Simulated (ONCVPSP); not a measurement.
**Pseudopotential generation for oxygen: ONCV, LDA (Perdew-Wang 92)**

Task: generate the file, and judge it by its errors in other configurations, its logarithmic derivatives, its ghosts and its cutoff.

The numbers are computed with ONCVPSP 4.0.1.1 (patched build) (LDA (Perdew-Wang 92), scalar-relativistic, spin-unpolarised reference atom).

**1. The design**

Typed settings, in words:

```json
{
 "element": "oxygen (O, Z = 8)",
 "type": "optimised norm-conserving Vanderbilt (ONCV)",
 "frozen core": "[He]",
 "valence charge": "6",
 "reference configuration": "2s2 2p4",
 "partial waves": "2s: rc 0.60 bohr, ncon 4, nbas 9, qcut 13.4 1/bohr, 2 projectors, debl 3.1 Ha; 2p: rc 1.30 bohr, ncon 4, nbas 7, qcut 12.7 1/bohr, 3 projectors, debl 0.7 Ha; d scattering state at 0.29 Ha: rc 1.20 bohr, ncon 5, nbas 8, qcut 7.8 1/bohr, 2 projectors, debl 2.2 Ha",
 "local potential": "polynomial inside 0.50 bohr (lpopt 5, dvloc0 -1 Ha)",
 "core correction": "not asked for"
}
```

The nodes and maxima of the atom's own shells, from an earlier all-electron run, set the scale for the radii.

All-electron outer shells of the reference configuration (LDA (PZ), scalar-relativistic, ld1.x):

| shell | level (eV) | outermost node (bohr) | outermost maximum (bohr) |
| --- | --- | --- | --- |
| 1s | -510.89 | – | 0.13 |
| 2s | -23.75 | 0.28 | 0.88 |
| 2p | -9.20 | – | 0.82 |

**2. Generating the potential**

O.dat

```
# ATOM AND REFERENCE CONFIGURATION
# atsym  z   nc   nv     iexc    psfile
  O 8.00    1    2  -001012      upf
#
#   n    l    f
    1    0    2.00
    2    0    2.00
    2    1    4.00
#
# PSEUDOPOTENTIAL AND OPTIMIZATION
# lmax
    2
#
#   l,   rc,      ep,       ncon, nbas, qcut
    0    0.60    0.00    4    9   13.40
    1    1.30    0.00    4    7   12.70
    2    1.20    0.29    5    8    7.80
#
# LOCAL POTENTIAL
# lloc, lpopt,  rc(5),   dvloc0
    4    5    0.50   -1.00
#
# VANDERBILT-KLEINMAN-BYLANDER PROJECTORs
# l, nproj, debl
    0    2    3.10
    1    3    0.70
    2    2    2.20
#
# MODEL CORE CHARGE
# icmod, fcfact, rcfact
    0    0.00    0.00
#
# LOG DERIVATIVE ANALYSIS
# epsh1, epsh2, depsh
   -2.00    5.00    0.02
#
# OUTPUT GRID
# rlmax, drl
    6.00    0.01
#
# TEST CONFIGURATIONS
# ncnf
    4
# nvcnf
#   n    l    f
    2
    2    0    2.00
    2    1    3.00
#
    2
    2    0    2.00
    2    1    2.00
#
    2
    2    0    2.00
    2    1    1.00
#
    2
    2    0    0.00
    2    1    6.00
#
```

The run is started by

```sh
$ oncvpsp.x < O.dat > O.out
```

**Question.** What will these runs give? Wanted: cutoffs for 1 and 0.1 mHa per electron, occupied waves; bound ghosts; GHOST(+) flags; largest test error; largest phase difference near zero energy, channels read.

As calculated:

```
                                                quantity                  value
  cutoffs for 1 and 0.1 mHa per electron, occupied waves       82 Ha and 579 Ha
                                            bound ghosts        s at -397.28 eV
                                          GHOST(+) flags     none at low energy
                            largest test error (AE − PS)  +337 meV, for 2s2 2p1
largest phase difference near zero energy, channels read              0.000 rad
```

A bound ghost (s) makes it unfit for use: electrons can fall into a state that the atom doesn't have. By total energies transferability is poor: the largest error is 337 meV on 104.3 eV, for 2s2 2p1. That test lies far up in energy; among those under 40 eV, nearer to bonding, the largest error is 68 meV. It counts as very hard, with 82 Ha needed at the looser tolerance. The tighter tolerance needs 579 Ha, and converged work needs a cutoff nearer that. At the looser tolerance the 2s wave is the slowest; 2p needs 44 Ha. Near zero energy the phases of the channels with partial waves agree within 0.001 rad.
